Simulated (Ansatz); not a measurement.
**GaH3O: functionals against CCSD(T) at one geometry**

The task here is to estimate one member of a computed series from the others.

The runs use Ansatz 0.2.0, Gaussian basis; single points in def2-TZVPP.

Correlated methods freeze the cores. Filled d shells of the heavier atoms are correlated.

### Starting geometry

SMILES `[OH][GaH2]`, 5 atoms, charge 0, spin multiplicity 1.

Atoms are counted from 1 here; the program's logs count them from 0.

Bond lengths: O1–Ga2 1.803 Å, O1–H3 0.970 Å, Ga2–H4 1.466 Å, Ga2–H5 1.524 Å. Angles: Ga2–O1–H3 149.1°, O1–Ga2–H4 127.6°, O1–Ga2–H5 109.7°, H4–Ga2–H5 122.4°.

Geometry (Å):

```mol
GaH3O
  3D, bonds by distance, orders not assigned

  5  4  0  0  0  0  0  0  0  0999 V2000
    0.6737   -0.7559    0.7149 O   0  0
   -0.2565    0.4162   -0.2908 Ga  0  0
    0.8429   -1.6729    0.9818 H   0  0
   -1.4852    0.1662   -1.0511 H   0  0
    0.5090    1.7310   -0.3859 H   0  0
  1  2  8  0
  1  3  8  0
  2  4  8  0
  2  5  8  0
M  END
```

The first run:

run/in.yaml

```yaml
crystal:
  periodic: [false, false, false]
  atoms:
    - {symbol: O, position_ang: [0.673700, -0.755900, 0.714900]}
    - {symbol: Ga, position_ang: [-0.256500, 0.416200, -0.290800]}
    - {symbol: H, position_ang: [0.842900, -1.672900, 0.981800]}
    - {symbol: H, position_ang: [-1.485200, 0.166200, -1.051100]}
    - {symbol: H, position_ang: [0.509000, 1.731000, -0.385900]}
basis:
  gaussian: {orbitals: def2-TZVPP}
correlation: {method: ccsd_t}
output: {forces: true}
```

The command line of these runs was not kept.

Among the steps run: CCSD(T)/def2-TZVPP; PBE0-D4/def2-TZVPP; wB97M-V/def2-TZVPP; r2SCAN-D4/def2-TZVPP; PBE-D4/def2-TZVPP; revPBE-D4/def2-TZVPP; HSE06-D4/def2-TZVPP.

One table of the session follows, with a row left open; its other results are not shown here.

```
   method  RMS force component (eV/Å)  angle to CCSD(T) forces (°)  dipole (D)
  CCSD(T)                       0.761                    reference        1.17
  PBE0-D4                       0.787                          2.2        1.16
  wB97M-V                       0.731                          2.9        1.19
r2SCAN-D4                           ?                            ?           ?
   PBE-D4                       0.712                         14.5        1.08
revPBE-D4                       0.714                         16.2        1.08
 HSE06-D4                       0.788                          2.3        1.16
```

**Question.** Estimate the row for r2SCAN-D4.

As computed: RMS force component (eV/Å): 0.735; angle to CCSD(T) forces (°): 4.0; dipole (D): 1.13. In the column «RMS force component (eV/Å)» it lies between wB97M-V (0.731) and CCSD(T) (0.761).
